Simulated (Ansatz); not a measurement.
# CCuN: geometry and frequencies at several levels

Wanted for CCuN: geometry and frequencies at several levels.

Program: Ansatz 0.2.0. Level of theory: the levels named in each step. These are calculated values, not measurements.

**1. The structure to begin with**

Bond lengths: N1–C2 1.150 Å, C2–Cu3 1.869 Å. Angles: N1–C2–Cu3 180.0°.

Structure file:

```xyz
3

N     0.0000    0.0000   -1.3899
C     0.0000    0.0000   -0.2395
Cu    0.0000    0.0000    1.6294
```

**2. A rough first relaxation, PBE-D4/def2-SVP**

Contents of input.yaml:

```yaml
crystal:
  periodic: [false, false, false]
  atoms:
    - { symbol: "N", position_ang: [0.0, 0.0, -1.38985] }
    - { symbol: C, position_ang: [0.0, 0.0, -0.23954] }
    - { symbol: Cu, position_ang: [0.0, 0.0, 1.62939] }
basis:
  gaussian: { orbitals: def2-SVP }
hamiltonian:
  xc: pbe
  dispersion: d4
relax:
  f_tol: 0.03
  max_steps: 200
```

Command:

```bash
ansatz run input.yaml --threads 2 --pin off --max-ram 5120MiB --backend cpu --events-out ev --progress --plain --runs-dir out
```

Further steps of the session: Relaxation, HF/STO-3G; Frequencies, HF/STO-3G; Relaxation, HF/def2-SVP; Frequencies, HF/def2-SVP; Relaxation, LDA/def2-SVP; Frequencies, LDA/def2-SVP; Relaxation, PBE-D4/def2-SVP; Frequencies, PBE-D4/def2-SVP.

**Question.** What will these runs give? Wanted: N1–C2 at PBE-D4/def2-SVP; C2–Cu3 at PBE-D4/def2-SVP; frequencies at PBE-D4/def2-SVP.

The runs gave:

| quantity | value |
| --- | --- |
| N1–C2 at PBE-D4/def2-SVP | 1.179 Å |
| C2–Cu3 at PBE-D4/def2-SVP | 1.808 Å |
| frequencies at PBE-D4/def2-SVP | 257 to 2194 cm⁻¹ |

**Reading.** The N–C distance spreads over 0.036 Å, from HF/def2-SVP (shortest) to PBE-D4/def2-SVP. No mode is imaginary, so the geometry is a minimum.
